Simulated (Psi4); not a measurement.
**UPBE0/def2-SVPD run of GaH2O2 (SMILES [OH][Ga][OH])**

Aim: the vertical ionisation energy of GaH2O2 at UPBE0/def2-SVPD, from 2 runs. 

The calculation is run with Psi4 1.11.

2 further runs of the same task are left out: 2 set aside as unsound or not needed.

## Step 1: The system as given

GaH2O2: 5 atoms, total charge 0, spin state doublet. As SMILES, `[OH][Ga][OH]`. The coordinates come from a PBE0-D4/def2-TZVP relaxation. This is one conformer, not always the lowest.

Bond lengths: O1–Ga2 1.804 Å, Ga2–O3 1.795 Å, O1–H4 0.960 Å, O3–H5 0.963 Å. Angles: O1–Ga2–O3 114.9°, Ga2–O1–H4 114.9°, Ga2–O3–H5 111.1°.

## Step 2: Energy and forces at UPBE0/def2-SVPD

The input, job.in:

```
memory 2200 MB

molecule system {
  0 2
  O
  Ga 1 R2
  O 2 R3 1 A3
  H 1 R4 2 A4 3 D4
  H 3 R5 2 A5 1 D5

  R2 = 1.804189
  R3 = 1.794953
  A3 = 114.92572
  R4 = 0.959988
  A4 = 114.93381
  D4 = 179.95981
  R5 = 0.963168
  A5 = 111.13841
  D5 = 0.04549
  units angstrom
  symmetry c1
  no_reorient
  no_com
}

set {
  reference uks
  puream true
  e_convergence 1e-09
  d_convergence 1e-08
  scf_type pk
  dft_radial_points 99
  dft_spherical_points 590
  maxiter 100
}

e, wfn = gradient("pbe0/def2-SVPD", return_wfn=True)
oeprop(wfn, "WIBERG_LOWDIN_INDICES", "QUADRUPOLE", "LOWDIN_CHARGES", title="PBE0")
```

On the command line:

```sh
$ psi4 job.in job.out -n 1
```

job.out:

```text
[...]
  Running in c1 symmetry.
[...]
  Nuclear repulsion =  182.431293600732971
[...]
  Multiplicity = 2
[...]
  Nalpha       = 25
  Nbeta        = 24
[...]
    Number of basis functions: 100
[...]
   @UKS iter   1: -2074.11782593874659   -2.15945e+00   2.53005e-02 DIIS/ADIIS
[...]
   @UKS iter  14: -2075.76778516095328   -3.04681e-11   8.21252e-09 DIIS
[...]
   @S^2 Observed:                7.528431695E-01
[...]
    Orbital Energies [Eh]
    ---------------------
    Alpha Occupied:
       1A   -372.886205     2A    -46.049894     3A    -40.776823
       4A    -40.774991     5A    -40.773437     6A    -19.224207
       7A    -19.213940     8A     -5.580079     9A     -3.852699
      10A     -3.847893    11A     -3.843816    12A     -1.010239
      13A     -1.000746    14A     -0.876968    15A     -0.876201
      16A     -0.874769    17A     -0.868420    18A     -0.862641
      19A     -0.527689    20A     -0.494079    21A     -0.402509
      22A     -0.362403    23A     -0.351464    24A     -0.327276
      25A     -0.247704
    Alpha Virtual:
[...]
  @UKS Final Energy: -2075.76778516095328
   => Energetics <=
    Nuclear Repulsion Energy =            182.4312936007329711
    One-Electron Energy =               -3255.8488563531673208
    Two-Electron Energy =                1067.5894024690417154
    DFT Exchange-Correlation Energy =     -69.9396248775609735
    Empirical Dispersion Energy =           0.0000000000000000
    VV10 Nonlocal Energy =                  0.0000000000000000
    Total Energy =                      -2075.7677851609532809
[...]
  -Total Gradient:
     Atom            X                  Y                   Z
    ------   -----------------  -----------------  -----------------
       1        0.000001727609     0.000667704204     0.002242147919
       2        0.000006630408    -0.003955757832    -0.003474683536
       3       -0.000008017862     0.002040910882    -0.001279259788
       4       -0.000003536166    -0.001227196276     0.002190573724
       5        0.000003239884     0.002507474013     0.000290460706
[...]
 Multipole Moments:
 ------------------------------------------------------------------------------------
     Multipole            Electronic (a.u.)      Nuclear  (a.u.)        Total (a.u.)
 ------------------------------------------------------------------------------------
 L = 1.  Multiply by 2.5417464519 to convert [e a0] to [Debye]
 Dipole X            :         -0.0000103            0.0001009            0.0000906
 Dipole Y            :          3.3091344           -2.6126430            0.6964914
 Dipole Z            :          2.5851637           -2.8484463           -0.2632826
 Magnitude           :                                                    0.7445925
 L = 2.  Multiply by 1.3450342976 to convert [e a0^2] to [Debye ang]
 Quadrupole XX       :        -20.1420646            0.0000031          -20.1420615
 Quadrupole XY       :          0.0045170           -0.0077080           -0.0031910
[...]
```

It took 38 s on 1 thread of Intel Xeon Platinum 8259CL at 2.50GHz (Skylake/Cascade Lake), shared host; peak memory 1.1 GiB.

## Step 3: The singlet cation: a single-point energy at PBE0/def2-SVPD

The input, gah2o2.xyz:

```xyz
5
GaH2O2
O     -0.370600     0.021600    -1.274400
Ga    -0.311700    -0.753800     0.353600
O      0.618200     0.154900     1.591100
H     -0.867400    -0.464600    -1.936500
H      0.981500     0.968200     1.224700
```

The input, gah2o2.py:

```python
import psi4

psi4.set_memory('2200 MB')
psi4.set_num_threads(1)
psi4.set_output_file('gah2o2.out', False)

with open('gah2o2.xyz') as f:
    atoms = ''.join(f.readlines()[2:])
mol = psi4.geometry('1 1\n' + atoms + 'symmetry c1\nno_reorient\nno_com')

options = {'basis': 'def2-SVPD', 'reference': 'rks', 'puream': True, 'e_convergence': 1e-09, 'd_convergence': 1e-08, 'scf_type': 'pk', 'dft_radial_points': 99, 'dft_spherical_points': 590}
psi4.set_options(options)

E, wfn = psi4.energy("pbe0", molecule=mol, return_wfn=True)
psi4.oeprop(wfn, "MULLIKEN_CHARGES", "WIBERG_LOWDIN_INDICES", "MAYER_INDICES")
print(f'pbe0 energy: {E:.10f} Eh')
```

On the command line:

```sh
$ python gah2o2.py
```

gah2o2.out:

```text
[...]
  Running in c1 symmetry.
[...]
  Nuclear repulsion =  182.431292115847441
[...]
  Multiplicity = 1
[...]
  Nalpha       = 24
  Nbeta        = 24
[...]
    Number of basis functions: 100
[...]
   @RKS iter   1: -2073.97978421406742   -2.02141e+00   2.46025e-02 ADIIS/DIIS
[...]
   @RKS iter  13: -2075.43162755580670   -4.54747e-12   2.28253e-09 DIIS
[...]
    Orbital Energies [Eh]
    ---------------------
    Doubly Occupied:
       1A   -373.204425     2A    -46.365430     3A    -41.092619
       4A    -41.091866     5A    -41.088392     6A    -19.492064
       7A    -19.460874     8A     -5.895299     9A     -4.166539
      10A     -4.165933    11A     -4.157157    12A     -1.266615
      13A     -1.249684    14A     -1.191697    15A     -1.191096
      16A     -1.185186    17A     -1.171260    18A     -1.161789
      19A     -0.773041    20A     -0.732628    21A     -0.640829
      22A     -0.595664    23A     -0.591951    24A     -0.563446
[...]
  @RKS Final Energy: -2075.43162755580670
   => Energetics <=
    Nuclear Repulsion Energy =            182.4312921158474410
    One-Electron Energy =               -3241.7987931458210369
    Two-Electron Energy =                1053.6381180884927744
    DFT Exchange-Correlation Energy =     -69.7022446143258492
    Empirical Dispersion Energy =           0.0000000000000000
    VV10 Nonlocal Energy =                  0.0000000000000000
    Total Energy =                      -2075.4316275558066991
[...]
 Multipole Moments:
 ------------------------------------------------------------------------------------
     Multipole            Electronic (a.u.)      Nuclear  (a.u.)        Total (a.u.)
 ------------------------------------------------------------------------------------
 L = 1.  Multiply by 2.5417464519 to convert [e a0] to [Debye]
 Dipole X            :         13.2169150          -14.3010694           -1.0841544
 Dipole Y            :         38.6182264          -40.5387828           -1.9205564
 Dipole Z            :        -24.1253241           24.1571250            0.0318009
 Magnitude           :                                                    2.2056607
[...]
  Mulliken Charges: (a.u.)
   Center  Symbol    Alpha    Beta     Spin     Total
       1     O     4.26876  4.26876  0.00000 -0.53751
       2    GA    14.68660 14.68660  0.00000  1.62680
       3     O     4.31271  4.31271  0.00000 -0.62541
       4     H     0.37410  0.37410  0.00000  0.25180
       5     H     0.35784  0.35784  0.00000  0.28433
   Total alpha = 24.00000, Total beta = 24.00000, Total charge =  1.00000
  Mayer Bond Indices:
[...]
```

Standard output:

```text
pbe0 energy: -2075.4316275558 Eh
```

Run time: 17 s. Hardware: 1 thread of Intel Xeon Platinum 8259CL at 2.50GHz (Skylake/Cascade Lake), shared host; peak memory 1.1 GiB.

## Step 4: Summary of results

Level: UPBE0/def2-SVPD.

```
                                          quantity           value
                      doublet GaH2O2: total energy  -2075.76779 Eh
                     doublet GaH2O2: dipole moment          1.89 D
doublet GaH2O2: HOMO energy (highest over α and β)        -6.74 eV
 doublet GaH2O2: LUMO energy (lowest over α and β)        -3.39 eV
                              doublet GaH2O2: ⟨S²⟩           0.753
          doublet GaH2O2: largest force on an atom      0.271 eV/Å
                      singlet cation: total energy  -2075.43163 Eh
                       singlet cation: HOMO energy       -15.33 eV
                       singlet cation: LUMO energy       -11.46 eV
                     singlet cation: HOMO–LUMO gap         3.87 eV
vertical ionisation energy (to the singlet cation)        9.147 eV
```

What this shows: Removing an electron at fixed nuclei costs 9.15 eV (211 kcal/mol). The largest force (doublet GaH2O2) is 0.27 eV/Å: the shape isn't a stationary point for this species at this level. Only the singlet of the ionised species was computed; a triplet could lie lower. Mulliken charges (singlet cation) run from -0.63 on O3 to +1.63 on Ga2; in a basis this large or diffuse they mean little.
